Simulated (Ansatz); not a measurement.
# C9H21B: how energies converge with the basis set

The task here is to estimate one member of a computed series from the others.

The runs use Ansatz 0.2.0, Gaussian basis; one geometry, several basis sets.

The runs, in order: PBE0-D4/def2-SVP; ωB97M-V/def2-SVP; PBE0-D4/def2-QZVPP; ωB97M-V/def2-QZVPP; the functionals' def2-TZVPP values are taken from earlier runs.

**The geometry**

All runs share one geometry, relaxed beforehand with PBE0-D4 in a triple-zeta def2 set.

SMILES `CC(C)B(C(C)C)C(C)C`, 31 atoms, charge 0, spin multiplicity 1.

Atoms are counted from 1 here; the program's logs count them from 0.

Bond lengths: C1–C2 1.531 Å, C1–H11 1.094 Å, C1–H12 1.094 Å, C1–H13 1.095 Å, C2–C3 1.531 Å, C2–B4 1.580 Å, C2–H14 1.097 Å, C3–H15 1.095 Å, C3–H16 1.094 Å, C3–H17 1.094 Å, B4–C5 1.580 Å, B4–C8 1.580 Å, C5–C6 1.531 Å, C5–C7 1.530 Å, C5–H18 1.097 Å, C6–H19 1.094 Å, C6–H20 1.095 Å, C6–H21 1.094 Å and more. Angles: C2–C1–H11 112.0°, C2–C1–H12 111.4°, C2–C1–H13 110.8°, H11–C1–H12 107.6°, H11–C1–H13 107.5°, H12–C1–H13 107.4°, C1–C2–C3 110.3°, C1–C2–B4 110.4°, C1–C2–H14 107.7°, C3–C2–B4 110.2°, C3–C2–H14 107.7°, B4–C2–H14 110.5°, C2–C3–H15 110.8°, C2–C3–H16 111.4°, C2–C3–H17 112.0°, H15–C3–H16 107.4°, H15–C3–H17 107.5°, H16–C3–H17 107.6° and more.

The first run:

Contents of in.yaml:

```yaml
crystal:
  periodic: [false, false, false]
  atoms:
    - {symbol: C, position_ang: [1.254724, -0.516950, 2.163738]}
    - {symbol: C, position_ang: [1.089573, 0.495811, 1.028089]}
    - {symbol: C, position_ang: [0.700946, 1.866054, 1.589121]}
    - {symbol: B, position_ang: [-0.002954, -0.002999, 0.000916]}
    - {symbol: C, position_ang: [-1.491055, -0.234832, 0.479971]}
    - {symbol: C, position_ang: [-2.439304, 0.696802, -0.279343]}
    - {symbol: C, position_ang: [-1.898148, -1.695082, 0.269590]}
    - {symbol: C, position_ang: [0.391779, -0.267326, -1.506422]}
    - {symbol: C, position_ang: [0.909182, 1.018818, -2.155053]}
    - {symbol: C, position_ang: [1.451372, -1.368953, -1.589437]}
    - {symbol: H, position_ang: [1.579823, -1.494450, 1.796503]}
    - {symbol: H, position_ang: [0.316714, -0.662531, 2.707316]}
    - {symbol: H, position_ang: [2.001525, -0.172350, 2.886376]}
    - {symbol: H, position_ang: [2.062806, 0.602775, 0.533286]}
    - {symbol: H, position_ang: [1.445699, 2.215762, 2.311409]}
    - {symbol: H, position_ang: [-0.262240, 1.826142, 2.106114]}
    - {symbol: H, position_ang: [0.624317, 2.623288, 0.803768]}
    - {symbol: H, position_ang: [-1.590722, -0.011648, 1.549417]}
    - {symbol: H, position_ang: [-2.202205, 1.750614, -0.108093]}
    - {symbol: H, position_ang: [-3.475637, 0.537526, 0.035769]}
    - {symbol: H, position_ang: [-2.394156, 0.517879, -1.357558]}
    - {symbol: H, position_ang: [-2.933472, -1.859640, 0.585336]}
    - {symbol: H, position_ang: [-1.828558, -1.979970, -0.784254]}
    - {symbol: H, position_ang: [-1.267482, -2.382147, 0.840773]}
    - {symbol: H, position_ang: [-0.481481, -0.601618, -2.080086]}
    - {symbol: H, position_ang: [1.196136, 0.840916, -3.196536]}
    - {symbol: H, position_ang: [0.154651, 1.810481, -2.153027]}
    - {symbol: H, position_ang: [1.791627, 1.400819, -1.633610]}
    - {symbol: H, position_ang: [2.357274, -1.092084, -1.042381]}
    - {symbol: H, position_ang: [1.740438, -1.552727, -2.629308]}
    - {symbol: H, position_ang: [1.091227, -2.315482, -1.176584]}
basis:
  gaussian: {orbitals: def2-SVP}
hamiltonian: {xc: pbe0, dispersion: d4}
output: {orbitals: {seedname: orbitals}}
```

Run with:

```bash
$ ansatz run in.yaml --threads 4 --pin off --events-out ev --progress --plain --max-ram 66560MiB --backend cpu
```

Among the steps run: PBE0-D4 in def2-SVP; ωB97M-V in def2-SVP; PBE0-D4 in def2-QZVPP; ωB97M-V in def2-QZVPP.

One of the session's tables, all rows but one given; the rest of the session is left out.

It belongs to the step «Functionals by basis». 

```
functional       basis  HOMO (eV)  LUMO (eV)
   PBE0-D4    def2-SVP      -7.48      -0.27
   PBE0-D4  def2-TZVPP      -7.51      -0.38
   PBE0-D4  def2-QZVPP          ?          ?
   ωB97M-V    def2-SVP      -9.76       1.69
   ωB97M-V  def2-TZVPP      -9.78       1.53
   ωB97M-V  def2-QZVPP      -9.78       1.39
```

Estimate the missing values for PBE0-D4, def2-QZVPP.

**Answer.** HOMO (eV): -7.52; LUMO (eV): -0.41. In the column «HOMO (eV)» it lies between ωB97M-V, def2-SVP (-9.76) and PBE0-D4, def2-TZVPP (-7.51).
